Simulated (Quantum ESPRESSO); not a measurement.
**PtSe: single point with PBE+U**

Crystal: PtSe.

```
Pt Se
1.0
     0.00000    3.03745    3.03745
     3.03745    0.00000    3.03745
     3.03745    3.03745    0.00000
Pt Se
1 1
Cartesian
  0.0000 0.0000 0.0000
  1.5187 1.5187 1.5187
```

The cell comes from a database or a generator and needn't be the stable form of this composition.

```yaml
Program: Quantum ESPRESSO 7.5
Task: single point
Functional: PBE
Potentials_or_basis: GBRV 1.5 PBE
Cutoff: 612 eV
Density_cutoff: 4898 eV
k_mesh: 5 × 5 × 5
Occupations: gaussian, width 0.05 eV
Spin: collinear spin, ferromagnetic start
Starting_moments: "[2.0, 0.0] μB"
Hubbard_terms: Pt d U = 1 eV
Hubbard_projectors: ortho-atomic
Double: 0
Start_of_the_occupations: atomic
Moments_locked: none
Magnetic_state_asked_for: fm
Formal_shell_electrons: 1 d8
SCF_threshold: 8e-08 Ry
Most_SCF_iterations: 100
Mixing_ndim: 20
Mixing_beta: 0.7
```

```yaml
Pressure: -10.9 GPa
Band_gap_on_the_k_mesh: none (metal or under the smearing width)
Net_moment: -0.02 μB per cell
Absolute_moment: 0.02 μB per cell
Valence_electrons_inside_the_program's_atomic_spheres: Pt 13.52; Se 3.89
```

Levels at points of the mesh, in eV from the Fermi level:
Spin up:
| k point | band 6 | band 7 | band 8 | band 9 | band 10 | band 11 | band 12 | band 13 | band 14 | band 15 |
| --- | --- | --- | --- | --- | --- | --- | --- | --- | --- | --- |
| (0.00, 0.00, 0.00) | -4.42 | -4.42 | -2.36 | -2.36 | 0.43 | 1.66 | 1.66 | 1.66 | 6.68 | 6.68 |
Spin down:
| k point | band 6 | band 7 | band 8 | band 9 | band 10 | band 11 | band 12 | band 13 | band 14 | band 15 |
| --- | --- | --- | --- | --- | --- | --- | --- | --- | --- | --- |
| (0.00, 0.00, 0.00) | -4.43 | -4.43 | -2.37 | -2.37 | 0.42 | 1.65 | 1.65 | 1.65 | 6.68 | 6.68 |

Eigenvalues of the final occupation matrices:
```tsv
site	spin	trace	eigenvalues
Pt 1 5d	1	4.47	0.85 0.85 0.85 0.96 0.96
Pt 1 5d	2	4.48	0.85 0.85 0.85 0.96 0.96
```

It took 35 s on 2 MPI ranks on Arm Neoverse V1 (shared host), peak memory 0.36 GiB a rank.

Caveat: the k mesh is coarse. Spin-orbit coupling is left out, which matters for the levels of Pt.
